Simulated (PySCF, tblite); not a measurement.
**C3H9BO2PSi radical: geometry, infrared bands and EPR parameters**

Aim: predict the infrared bands and EPR parameters of C3H9BO2PSi radical (`[BH]P[SiH]1OCCCO1`).

Programs: tblite 0.8.0 and PySCF 2.14.0, with density-fitted response routines of our own. Each step states its level of theory. These are calculated values for one molecule in the gas phase, unless marked as measured. Atoms are numbered from 0 throughout.

## 1. Starting geometry

17 atoms, charge 0, multiplicity 2; geometry from: force field or distance geometry start.

Bonds of the start (Å): B0–P1 1.94, P1–Si2 2.20, Si2–O3 1.75, O3–C4 1.42, C4–C5 1.55, C5–C6 1.54, C6–O7 1.41, O7–Si2 1.73, B0–H8 1.18, P1–H9 1.46, Si2–H10 1.46, C4–H11 1.11, C4–H12 1.11, C5–H13 1.10, C5–H14 1.11, C6–H15 1.11, C6–H16 1.12.

## 2. Optimising the geometry with GFN2-xTB

Job settings and geometry (Å):

```
{"job": {"kind": "relax", "xc": "GFN2-xTB", "basis": "xTB"}, "charge": 0, "multiplicity": 2}
B      3.771200     0.844300     0.129200
P      2.802900    -0.196000    -1.187300
Si     0.965000    -0.286500     0.023200
O      0.178300     1.272000    -0.012300
C     -1.105300     1.137200     0.578500
C     -1.995400     0.127000    -0.181200
C     -1.399500    -1.285800    -0.058800
O     -0.140700    -1.406300    -0.689200
H      3.497400     1.983200     0.286700
H      3.312200    -1.472300    -0.686500
H      1.257700    -0.680200     1.402200
H     -1.034500     0.873400     1.653500
H     -1.604000     2.133000     0.531500
H     -3.006100     0.137500     0.260000
H     -2.069300     0.422000    -1.248200
H     -2.105100    -1.995700    -0.531200
H     -1.331800    -1.594800     1.016900
```

The run is started by

```bash
$ OMP_NUM_THREADS=1 python probes_run.py task.json out
```

The driver reads the jobs from task.json and runs them one after another.

**Question.** This job is followed by: GFN2-xTB harmonic vibrations, gas phase; UKS B3LYP, pcH-1 on B C H O P Si, non-relativistic, mean-field spin-orbit, GIAO. Predict these results of the whole session: strongest single infrared mode (GFN2-xTB); zero-point energy (GFN2-xTB); g(iso) (B3LYP); ⟨S²⟩; largest a(iso) (averaged by class); surface potential, 1st and 99th percentile.

As calculated:

| quantity | value |
| --- | --- |
| strongest single infrared mode (GFN2-xTB) | 728 cm⁻¹, 392 km/mol |
| zero-point energy (GFN2-xTB) | 75.8 kcal/mol |
| g(iso) (B3LYP) | 2.00149 |
| ⟨S²⟩ | 0.754 (exact 0.75) |
| largest a(iso) (averaged by class) | 11B on B0, 288.9 MHz |
| surface potential, 1st and 99th percentile | -1.14 V and 1.10 V |

The optimisation took 81 steps and gained 0.837 eV; among the close pairs (by a distance rule), B0–P1 changed most, from 1.937 to 1.774 Å. No mode is imaginary among the 45: a minimum at this level. The strongest single mode, at 728 cm⁻¹, moves mainly H10. GFN2-xTB is a fitted tight-binding method: band positions and strengths are rough. Its intensities can rank the bands wrongly. B0 carries the largest spin population, 0.97 e. The isotropic g lies 0.8 ppt below the free-electron value.
